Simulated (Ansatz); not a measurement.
# Bi2Se3: the cost of one run

Method: DFT, PBE, plane-wave PAW, default files, with spin-orbit coupling, in Ansatz 0.2.0.

1 further run of the same task is left out (it didn't finish).

**1. Starting point**

It takes space group R-3m (No. 166, trigonal). The conventional cell has a = 3.930 Å, b = 3.930 Å, c = 27.428 Å, α = 90.00°, β = 90.00°, γ = 120.00°. Bi (site symmetry 3m) has 6 Se at 2.83 to 2.90 Å as nearest neighbours. Around Se (site symmetry 3m) lie 3 Bi at 2.83 Å. Around Se (site symmetry -3m) lie 6 Bi at 2.90 Å.

Coordinates:

```cif
data_structure
_symmetry_space_group_name_H-M 'R-3m:H'
_symmetry_Int_Tables_number 166
_cell_length_a 3.9299
_cell_length_b 3.9299
_cell_length_c 27.4280
_cell_angle_alpha 90.000
_cell_angle_beta 90.000
_cell_angle_gamma 120.000
_cell_volume 366.85
loop_
_atom_site_label
_atom_site_type_symbol
_atom_site_symmetry_multiplicity
_atom_site_Wyckoff_symbol
_atom_site_fract_x
_atom_site_fract_y
_atom_site_fract_z
_atom_site_occupancy
Bi1 Bi 6 c 0.66667 0.33333 0.93433 1
Se1 Se 6 c 0.00000 0.00000 0.79400 1
Se2 Se 3 a 0.00000 0.00000 0.00000 1
```

The earlier run gave: no gap over 0.1 eV on the mesh, largest force 1.155 eV/Å, pressure 12.4 GPa.

The printed gradients, by site:

| site | atoms | first shell | V_zz (10²¹ V/m²) | η | C_Q (MHz) |
| --- | --- | --- | --- | --- | --- |
| Bi | 1, 2 | 6 Se at 2.83–2.90 Å | 1.67 | 0.00 | -20.8 (²⁰⁹Bi) |
| Se3 | 3, 4 | 3 Bi at 2.83 Å | 7.03 | 0.00 | – |
| Se5 | 5 | 6 Bi at 2.90 Å | 5.71 | 0.00 | – |

Conventions: |V_zz| ≥ |V_yy| ≥ |V_xx|, η = (V_xx − V_yy)/V_zz, C_Q = eQV_zz/h. Quadrupole moments are those of Pyykkö's year-2017 table. A dash under C_Q marks elements without a common quadrupolar isotope.

**2. Spin-orbit coupling at the relaxed positions**

The input, input.yaml:

```yaml
crystal:
  lattice:
    - [1.964960744, 1.1344706145, 9.1426638165]
    - [-1.964960744, 1.1344706145, 9.1426638165]
    - [0.0, -2.268941229, 9.1426638165]
  atoms:
    - { symbol: Bi, position: [0.5973248577, 0.5973248577, 0.5973248577] }
    - { symbol: Bi, position: [0.4026751423, 0.4026751423, 0.4026751423] }
    - { symbol: Se, position: [0.7954369594, 0.7954369594, 0.7954369594] }
    - { symbol: Se, position: [0.2045630406, 0.2045630406, 0.2045630406] }
    - { symbol: Se, position: [0.0, 0.0, 0.0] }
kpoints:
  mp_grid: { grid: [14, 14, 14] }
scf:
  occupations: { method: fermi_dirac, width: 0.05 }
hamiltonian:
  xc: pbe
  pseudopotentials: { kind: paw_fr }
output:
  forces: true
  stress: true
  populations: true
  efg: { quadrupole_moments_barn: { Bi: -0.516 }, contact_densities: true }
magnetization:
  noncollinear: true
  spin_orbit: true
```

Launch:

```
> ansatz run input.yaml --threads 1 --pin off --max-ram 3072MiB --backend cpu --events-out ev --progress --plain --runs-dir out
```

**Question.** How long does this run take on 1 thread of Intel Xeon 6975P-C (Granite Rapids), shared host, and how much memory does it need?

About 16 min, with a peak of 2.9 GiB.
